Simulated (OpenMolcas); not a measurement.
# Nd³⁺: CASSCF terms and fine-structure levels

Wanted: the level scheme of Nd³⁺ from active-space wave functions.

The numbers are computed with OpenMolcas 26.06 (state-averaged CASSCF, spin-orbit coupling by RASSI with atomic mean-field integrals), except any that are marked as measured or tabulated.

### Step 1. The system

```
Species                           : Nd³⁺ (neodymium, Z = 60, 57 electrons)
Basis                             : ANO-RCC-MB [6s5p3d1f], 43 functions
Scalar Hamiltonian                : DKH2, point nucleus
Inactive shells                   : 1s 2s 2p 3s 3p 3d 4s 4p 4d 5s 5p
Active space                      : 3 electrons in 7 orbitals (4f)
Some configurations of this space : 4f³
Orbitals                          : optimised for each spin and parity, averaged over all roots
```

The outer shells:

4f3
```
4f [↑ ][↑ ][↑ ][  ][  ][  ][  ]
```

Each step is its own input file, run in one work folder so that later steps find the files of earlier ones. Labels, J, g values, rates, χT and fits are worked out afterwards by a script from the matrices that RASSI stores.

### Step 2. Basis and integrals

a.inp

```
&GATEWAY
Coord
1

Nd 0.0 0.0 0.0
Basis=ANO-RCC-MB
Group=XYZ
NoMove
AngMom=0.0 0.0 0.0
AMFI
&SEWARD
```

### Step 3. CASSCF: quartets of odd parity, 35 roots

a.inp

```
&RASSCF
FileOrb=start.orb
Symmetry=2
Spin=4
nActEl=3 0 0
Inactive=15 12
Ras2=0 7
CIRoot=35 35 1
SDav=35
CIMx=300
Iter=120 100
PrWF=0.3
OrbListing=Nothing
MaxOrb=0
Atom
>>> COPY $Project.JobIph JOB001
```

start.orb holds the contracted functions of the basis, ordered by shell, or the orbitals of the step before.

### Step 4. Reference wave functions, doublets of odd parity, 112 roots

a.inp

```
&RASSCF
FileOrb=start.orb
Symmetry=2
Spin=2
nActEl=3 0 0
Inactive=15 12
Ras2=0 7
CIRoot=112 112 1
SDav=112
CIMx=300
Iter=120 100
PrWF=0.3
OrbListing=Nothing
MaxOrb=0
Atom
>>> COPY $Project.JobIph JOB002
```

### Step 5. RASSI: spin-orbit coupling between the states

a.inp

```
&RASSI
NrOfJobIphs=2 35 105
1 2 3 4 5 6 7 8 9 10 11 12 13 14 15 16 17 18 19 20 21 22 23 24 25 26 27
28 29 30 31 32 33 34 35
1 2 3 4 5 6 7 8 9 10 11 12 13 14 15 16 17 18 19 20 21 22 23 24 25 26 27
28 29 30 31 32 33 34 35 36 37 38 39 40 41 42 43 44 45 46 47 48 49 50 51
52 53 54 55 56 57 58 59 60 61 62 63 64 65 66 67 68 69 70 71 72 73 74 75
76 77 78 79 80 81 82 83 84 85 86 87 88 89 90 91 92 93 94 95 96 97 98 99
100 101 102 103 104 105
IphNames
JOB001
JOB002
EJob
SpinOrbit
DIPRint=1.0
SOCoupling=1000.0
Subsets=2
MEES
Property=10
'ANGMOM' 1 'ANGMOM' 2 'ANGMOM' 3 'MLTPL  1' 1 'MLTPL  1' 2 'MLTPL  1' 3
'AMFI' 1 'AMFI' 2 'AMFI' 3 'MLTPL  2' 6
SOProperty=3
'ANGMOM' 1 'ANGMOM' 2 'ANGMOM' 3
```

(Steps that only read results are left out.)

What does the calculation give? Wanted: lowest level; first excited level; lowest level of another term; spin-orbit lowering of the lowest level; strongest of the lines computed, by gA.

**Answer**, as computed:

```
                                                                                   quantity                                                    value
                                                                                     method                                                   CASSCF
                                                                               lowest level                4f³ ⁴I°_9/2, 98 % of that term, g = 0.731
                                                                ground level listed by NIST                                                   4I°9/2
                                                                        first excited level                                4f³ ⁴I°_11/2 at 0.2283 eV
                                                               lowest level of another term                              4f³ ²H°_9/2(1) at 1.8463 eV
                                                    spin-orbit lowering of the lowest level                                                0.4278 eV
strongest of the lines computed, by gA (one parity, so forbidden lines), at CASSCF energies  4f³ ²K°_15/2 → 4f³ ⁴I°_15/2, 530.6 nm, A = 1.80e+00 s⁻¹
```

In words: The multiplet ⁴I° is regular; its intervals divided by the larger J differ by 18 % of their mean, where Landé's rule for pure LS coupling makes them equal. The computed levels miss the measured ones by 4800 cm⁻¹ on average. Only the configurations of the active space and the roots asked for are present. Not all states of the active space went into the spin-orbit step. Measured levels are paired by their LS label, which is uncertain where the leading share is low. High states of lower spin are left out of the spin-orbit mixing, and CASSCF puts spin-flip levels too high. The basis is small and contracted for the neutral atom, so it is rough for this charge. Only valence configurations of the active space appear, up to the ionisation limit; * or ° marks odd parity.
